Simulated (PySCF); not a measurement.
# The bond of InP, level by level, part 2 of 2

PySCF 2.14.0; In def2-TZVPPD with ECP28, P def2-TZVPPD; scalar-relativistic core potentials.

**13. ωB97X (range-separated hybrid)**

Log of the SCF at 2.652 Å:

```text
[... 17 set-up lines left out, the same as in an earlier log ...]
XC functionals = WB97X
    J.-D. Chai and M. Head-Gordon.,  J. Chem. Phys. 128, 084106 (2008)
[... 2 set-up lines left out, the same as in an earlier log ...]
init E= -531.47226078393
cycle= 1 E= -531.474182156162  delta_E= -0.00192  |g|= 0.0103  |ddm|=  0.2
cycle= 2 E= -531.474341109165  delta_E= -0.000159  |g|= 0.00384  |ddm|= 0.0401
cycle= 3 E= -531.474365102516  delta_E= -2.4e-05  |g|= 0.00222  |ddm|= 0.0162
cycle= 4 E= -531.474370389815  delta_E= -5.29e-06  |g|= 0.000565  |ddm|= 0.00681
cycle= 5 E= -531.474371298649  delta_E= -9.09e-07  |g|= 0.000285  |ddm|= 0.00298
cycle= 6 E= -531.47437158488  delta_E= -2.86e-07  |g|= 0.000119  |ddm|= 0.00166
cycle= 7 E= -531.474371644502  delta_E= -5.96e-08  |g|= 4.5e-05  |ddm|= 0.000674
cycle= 8 E= -531.474371653605  delta_E= -9.1e-09  |g|= 1.69e-05  |ddm|= 0.000291
cycle= 9 E= -531.474371655103  delta_E= -1.5e-09  |g|= 5.4e-06  |ddm|= 0.00013
cycle= 10 E= -531.474371655235  delta_E= -1.32e-10  |g|= 1.7e-06  |ddm|= 3.7e-05
Extra cycle  E= -531.474371655238  delta_E= -3.18e-12  |g|= 1.01e-06  |ddm|= 5.84e-06
converged SCF energy = -531.474371655238  <S^2> = 2.0084092  2S+1 = 3.0056009
```

Re = 2.620 Å, ωe = 267.4 cm⁻¹, ωexe = 0.849 cm⁻¹, αe = 0.000471 cm⁻¹, Be = 0.1007 cm⁻¹, De = 2.11 eV, μ = -2.12 D.

**14. UHF (mean field)**

Log of the SCF at 2.652 Å:

```text
******** <class 'pyscf.scf.uhf_symm.SymAdaptedUHF'> ********
method = SymAdaptedUHF
[... 11 set-up lines left out, the same as in an earlier log ...]
max_memory 4900 MB (current use 1161 MB)
[... 1 set-up line left out, the same as in an earlier log ...]
Overwritten attributes  get_j get_occ get_jk get_hcore get_k  of <class 'pyscf.scf.uhf_symm.SymAdaptedUHF'>
<class 'pyscf.scf.uhf_symm.SymAdaptedUHF'> does not have attributes  refdm
[... 1 set-up line left out, the same as in an earlier log ...]
init E= -529.935737906199
cycle= 1 E= -529.950271616913  delta_E= -0.0145  |g|= 0.0396  |ddm|= 0.533
cycle= 2 E= -529.951437482459  delta_E= -0.00117  |g|= 0.0123  |ddm|= 0.17
cycle= 3 E= -529.951624378729  delta_E= -0.000187  |g|= 0.00581  |ddm|= 0.0337
cycle= 4 E= -529.951671850029  delta_E= -4.75e-05  |g|= 0.00183  |ddm|= 0.0255
cycle= 5 E= -529.951681086657  delta_E= -9.24e-06  |g|= 0.000696  |ddm|= 0.00729
cycle= 6 E= -529.95168266649  delta_E= -1.58e-06  |g|= 0.000302  |ddm|= 0.00263
cycle= 7 E= -529.951683021364  delta_E= -3.55e-07  |g|= 0.00014  |ddm|= 0.00143
cycle= 8 E= -529.951683114547  delta_E= -9.32e-08  |g|= 8.2e-05  |ddm|= 0.000794
cycle= 9 E= -529.951683148807  delta_E= -3.43e-08  |g|= 5.06e-05  |ddm|= 0.000464
cycle= 10 E= -529.951683168119  delta_E= -1.93e-08  |g|= 1.62e-05  |ddm|= 0.000525
cycle= 11 E= -529.95168316945  delta_E= -1.33e-09  |g|= 5.22e-06  |ddm|= 0.000123
cycle= 12 E= -529.951683169542  delta_E= -9.23e-11  |g|= 1.41e-06  |ddm|= 2.72e-05
Extra cycle  E= -529.951683169546  delta_E= -4.21e-12  |g|= 7.68e-07  |ddm|= 4.58e-06
converged SCF energy = -529.951683169546  <S^2> = 2.0227169  2S+1 = 3.0151066
```

Re = 2.661 Å, ωe = 257.6 cm⁻¹, ωexe = 0.999 cm⁻¹, αe = 0.000488 cm⁻¹, Be = 0.09755 cm⁻¹, De = 0.86 eV, μ = -2.19 D. 43 s of CPU time for 12 points, integrals apart.

**15. Adding correlation**

Reference: UHF; core orbitals frozen: 9; virtual orbitals above 20 hartree dropped in coupled cluster: 5. MP2 keeps all virtuals, so it differs from the MP2 energy in the coupled-cluster log.

Log of the coupled-cluster run at 2.652 Å:

```text
******** <class 'pyscf.cc.uccsd.UCCSD'> ********
CC2 = 0
CCSD nocc = (np.int64(10), np.int64(8)), nmo = (90, 90)
frozen orbitals [[0, 1, 2, 3, 4, 5, 6, 7, 8, 99, 100, 101, 102, 103], [0, 1, 2, 3, 4, 5, 6, 7, 8, 99, 100, 101, 102, 103]]
max_cycle = 80
direct = 0
conv_tol = 1e-07
conv_tol_normt = 1e-05
diis_space = 8
diis_start_cycle = 0
diis_start_energy_diff = 1e+09
max_memory 4900 MB (current use 1382 MB)
Init t2, MP2 energy = -0.361855599209232
Init E_corr(UCCSD) = -0.361855599210114
cycle = 1  E_corr(UCCSD) = -0.363489912175338  dE = -0.00163431297  norm(t1,t2) = 0.0920867
cycle = 2  E_corr(UCCSD) = -0.373701285982147  dE = -0.0102113738  norm(t1,t2) = 0.0299802
cycle = 3  E_corr(UCCSD) = -0.375617979089613  dE = -0.00191669311  norm(t1,t2) = 0.0158013
cycle = 4  E_corr(UCCSD) = -0.37689144682751  dE = -0.00127346774  norm(t1,t2) = 0.0052849
cycle = 5  E_corr(UCCSD) = -0.37678969474656  dE = 0.000101752081  norm(t1,t2) = 0.00223121
cycle = 6  E_corr(UCCSD) = -0.376723957221452  dE = 6.57375251e-05  norm(t1,t2) = 0.000905915
cycle = 7  E_corr(UCCSD) = -0.376749228273774  dE = -2.52710523e-05  norm(t1,t2) = 0.000418024
cycle = 8  E_corr(UCCSD) = -0.376754345000391  dE = -5.11672662e-06  norm(t1,t2) = 0.000129525
cycle = 9  E_corr(UCCSD) = -0.376751088247092  dE = 3.2567533e-06  norm(t1,t2) = 5.34157e-05
cycle = 10  E_corr(UCCSD) = -0.376751136904705  dE = -4.86576135e-08  norm(t1,t2) = 2.0247e-05
cycle = 11  E_corr(UCCSD) = -0.376751409978308  dE = -2.73073603e-07  norm(t1,t2) = 9.59971e-06
cycle = 12  E_corr(UCCSD) = -0.376751306714884  dE = 1.03263425e-07  norm(t1,t2) = 3.76493e-06
cycle = 13  E_corr(UCCSD) = -0.376751337312301  dE = -3.05974178e-08  norm(t1,t2) = 1.70817e-06
UCCSD converged
E(UCCSD) = -530.3284345068587  E_corr = -0.3767513373123013
UCCSD(T) correction = -0.013856511939443
```

Correlation energy (eV) along the bond:

```csv
R (Å),MP2,SCS-MP2,CCSD,CCSD(T),T1
2.281,-9.985,-9.179,n/a,n/a,n/a
2.387,-9.937,-9.145,-10.305,-10.677,0.018
2.493,-9.899,-9.120,-10.280,-10.653,0.018
2.572,-9.877,-9.107,-10.264,-10.640,0.018
2.652,-9.858,-9.096,-10.252,-10.629,0.018
2.732,-9.843,-9.088,-10.242,-10.621,0.019
2.838,-9.827,-9.080,-10.232,-10.614,0.019
2.970,-9.806,-9.067,-10.221,-10.607,0.020
3.129,-9.751,-9.012,-10.201,-10.590,0.026
3.341,-9.586,-8.829,n/a,n/a,n/a
```

UHF-MP2: Re = 2.626 Å, ωe = 262.3 cm⁻¹, ωexe = 0.800 cm⁻¹, αe = 0.000493 cm⁻¹, Be = 0.1002 cm⁻¹, De = 1.67 eV.

UHF-SCS-MP2: Re = 2.642 Å, ωe = 257.2 cm⁻¹, ωexe = 0.682 cm⁻¹, αe = 0.000479 cm⁻¹, Be = 0.09895 cm⁻¹, De = 1.68 eV.

UHF-CCSD: Re = 2.638 Å, ωe = 260.2 cm⁻¹, ωexe = 0.960 cm⁻¹, αe = 0.000501 cm⁻¹, Be = 0.09929 cm⁻¹, De = 1.65 eV.

UHF-CCSD(T): Re = 2.642 Å, ωe = 257.5 cm⁻¹, ωexe = 0.967 cm⁻¹, αe = 0.000510 cm⁻¹, Be = 0.09898 cm⁻¹, De = 1.75 eV.

**16. The curves together**

Energy (eV) from each level's lowest point:

```csv
R (Å),UHF,UHF-MP2,UHF-SCS-MP2,UHF-CCSD,UHF-CCSD(T),PBE,BP86,TPSS,r²SCAN,TPSSh,PBE0,M06,BHandHLYP,ωB97X
2.281,0.699,0.572,0.616,n/a,n/a,0.667,0.667,0.667,0.603,0.644,0.608,0.669,0.628,0.558
2.387,0.316,0.237,0.267,0.262,0.267,0.309,0.310,0.308,0.264,0.291,0.265,0.302,0.275,0.228
2.493,0.104,0.063,0.080,0.076,0.079,0.106,0.107,0.106,0.080,0.096,0.080,0.098,0.084,0.057
2.572,0.026,0.008,0.016,0.014,0.015,0.029,0.030,0.029,0.016,0.024,0.016,0.024,0.018,0.004
2.652,0.000,0.000,0.000,0.000,0.000,0.000,0.000,0.000,0.000,0.000,0.000,0.000,0.000,0.000
2.732,0.013,0.028,0.021,0.023,0.021,0.007,0.007,0.008,0.020,0.013,0.020,0.014,0.020,0.032
2.838,0.075,0.107,0.091,0.095,0.090,0.059,0.057,0.061,0.087,0.072,0.089,0.075,0.088,0.116
2.970,0.197,0.250,0.226,0.228,0.219,0.169,0.166,0.173,0.214,0.193,0.220,0.198,0.219,0.265
3.129,0.371,0.478,0.455,0.422,0.410,0.341,0.337,0.348,0.403,0.376,0.414,0.385,0.415,0.480
3.341,0.564,0.836,0.831,n/a,n/a,0.598,0.592,0.610,0.675,0.648,0.697,0.658,0.698,0.785
```

The whole job (state search and all levels along the bond) took 22 min on 2 threads of Intel Xeon Platinum 8259CL @ 2.50GHz (shared host), peak memory 4.7 GiB.

**17. Constants by level of theory**

The summary covers parts 1 to 2.

Lowest PBE0 solution found, without spin–orbit coupling: ³Σ⁻ (triplet), unpaired electrons π ↑↑. State 2 has its PBE0 minimum 0.20 eV higher. State 3 has its PBE0 minimum 0.30 eV higher, as a spin-mixed determinant (⟨S²⟩ = 1.01), so this is no gap between pure states. State 4 has its PBE0 minimum 0.40 eV higher, as a spin-mixed determinant (⟨S²⟩ = 1.02), so this is no gap between pure states. The other levels ran on the lowest alone.

```csv
level,Re (Å),ωe (cm⁻¹),De (eV),μ (D)
UHF,2.661,257.6,0.86,-2.19
UHF-MP2,2.626,262.3,1.67,n/a
UHF-SCS-MP2,2.642,257.2,1.68,n/a
UHF-CCSD,2.638,260.2,1.65,n/a
UHF-CCSD(T),2.642,257.5,1.75,n/a
PBE,2.673,244.0,2.12,-2.09
BP86,2.675,243.0,2.13,-2.08
TPSS,2.672,245.5,2.09,-2.16
r²SCAN,2.645,254.1,1.99,-1.99
TPSSh,2.660,250.2,2.04,-2.15
PBE0,2.644,256.3,1.99,-2.09
M06,2.659,254.5,2.22,-2.24
BHandHLYP,2.646,257.6,1.83,-2.20
ωB97X,2.620,267.4,2.11,-2.12
```

De is counted to In + P in their ground configurations. A positive dipole means In(−)P(+).

Differences from CCSD(T) in the same basis:

```csv
level,Re (mÅ),ωe (%)
UHF,+19,0.0
UHF-MP2,-16,+1.9
UHF-SCS-MP2,0,-0.1
UHF-CCSD,-4,+1.1
PBE,+31,-5.2
BP86,+33,-5.6
TPSS,+30,-4.7
r²SCAN,+3,-1.3
TPSSh,+18,-2.8
PBE0,+1,-0.5
M06,+17,-1.1
BHandHLYP,+4,+0.1
ωB97X,-23,+3.9
```

Time per point (s) on 2 threads of Intel Xeon Platinum 8259CL at 2.50GHz, shared host (CPU time, shared integrals of 1.9 s apart; correlated levels include their reference; CCSD comes with the CCSD(T) run); the times are rough: UHF 3.6, UHF-MP2 6.1, UHF-SCS-MP2 6.1, PBE 3.4, BP86 2, TPSS 4.3, r²SCAN 4.3, TPSSh 6.1, PBE0 6.4, M06 5.9, BHandHLYP 4, ωB97X 7.7; the reference 190.

Cheap and still within 13 mÅ and 2.5 % of CCSD(T): UHF-SCS-MP2 (6.1 s), PBE0 (6.4 s), BHandHLYP (4 s), r²SCAN (4.3 s), against 190 s for the dearest run.

**Reading.** Against CCSD(T) in the same basis, the bond length is nearest at UHF-SCS-MP2 (0 mÅ) and farthest at BP86 (+33 mÅ); the wavenumber is nearest at UHF (0.0 %) and farthest at BP86 (-5.6 %). Among the levels with a De in the table, it runs from 0.86 eV (UHF) to 2.22 eV (M06).

Correlated steps freeze 9 core orbitals. Spin–orbit coupling is left out, which matters for elements this heavy, above all for dissociation energies.
